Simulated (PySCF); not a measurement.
# ClLaO (La(O)(Cl)-): the cost of one run

Method: several levels, as the steps say, no spin–orbit coupling; program: PySCF 2.14.0.

1 further run of the same task is left out (for a known fault of the program).

## Step 1: The system as given

3 atoms, charge -1, spin multiplicity 1.

Bond lengths: La1–O2 2.045 Å, La1–Cl3 2.930 Å. Angles: O2–La1–Cl3 126.7°.

Coordinates:

```
La    0.3407    0.0000   -0.3612
O     2.1566    0.0000    0.5791
Cl   -2.2944    0.0000    0.9201
```

Formal oxidation states: La +2. Each metal's 1 4f electrons lie in its core potential, so multiplicities, spins and levels count the valence alone. For divalent La, Ce, Gd or Lu the extra electron is normally 5d or 6s, so this core forces an excited configuration. An earlier session relaxed this geometry at PBE0, La lcecp-0-SVP with ECP47, O def2-SVP, Cl def2-SVP (singlet, point group Cs).

At PBE0 on the finer grid: E = -561.170986 Eh, frontier levels not given, since the 4f levels lie in the core, Mulliken charge on La1 +0.23 e, largest force component 0.014 eV/Å. 

Levels to run: TPSS; CAM-B3LYP; PBE0, TZVP. Hardware: 2 threads of AMD EPYC 9R14 (Zen 4), shared host.

## Step 2: TPSS

run.py (the lines that set the calculation) reads:

```python
mol = gto.M(atom='''
La     0.34075     0.00000    -0.36124
O      2.15659     0.00000     0.57911
Cl    -2.29439     0.00000     0.92014''',
    basis={'La': 'lcecp-0-SVP', 'O': 'def2-SVP', 'Cl': 'def2-SVP'},
    ecp={'La': 'lcecp-0-SVP'},
    charge=-1, spin=0)
mf = dft.RKS(mol, xc='TPSS')
mf.grids.atom_grid = (75, 302)  # f atoms: unpruned, at least (60, 302)
mf = mf.density_fit()  # fitting sets: La AutoAux, O def2-universal-JKFIT, Cl def2-universal-JKFIT
mf.conv_tol = 1e-08; mf.max_cycle = 55
mf.kernel(dm0)  # dm0: the density of the relaxed state
```

The run is started by

```bash
$ OMP_NUM_THREADS=2 python run.py
```

**Question.** How long does this run take on 2 threads of AMD EPYC 9R14 (Zen 4), shared host?

About 2.5 s.
